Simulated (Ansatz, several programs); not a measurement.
A 5-atom cell of SrTiO3 (Pm-3m) from a materials database, relaxed with r2SCAN in Ansatz (plane waves, PAW): it is cubic, Pm-3m (No. 221); a = 3.907 Å in the conventional setting, 11.93 Å³ an atom. Sr is surrounded by 12 O at 2.76 Å; Ti is surrounded by 6 O at 1.95 Å; O is surrounded by 2 Ti at 1.95 Å and 4 Sr at 2.76 Å. The cell was then scaled with its shape and fractional coordinates held. No spin polarisation and no zero-point or thermal motion.

```csv
V (Å³/atom),E (meV/atom)
11.211,28.41
11.926,0.00
12.284,5.98
12.642,22.79
```

Task: Pass a cubic E = c₀ + c₁u + c₂u² + c₃u³, with u = V − 12.016 Å³, through these points.

Result: c₀ = 0.38, c₁ = +8.552, c₂ = 48.064, c₃ = -7.2313 (meV and Å³).

Task: Where is the minimum, and what bulk modulus follows?

Result: dE/du = 0 at u = -0.087, so V₀ = 11.93 Å³. B = V₀ d²E/dV² = 11.93 × (2c₂ + 6c₃u) = 11.93 × 99.914 = 1192 meV/Å³, and 1 meV/Å³ is 0.16022 GPa: 191 GPa. A third-order Birch-Murnaghan fit to all five points gives 11.93 Å³ and 189 GPa.

Task: Predict the energy and the pressure at the withheld volume, 11.569 Å³.

Result: With u = -0.447: E ≈ 6.81 meV and P = −dE/dV ≈ +6.21 GPa. The run gives 6.74 meV and, from its stress, +6.18 GPa.
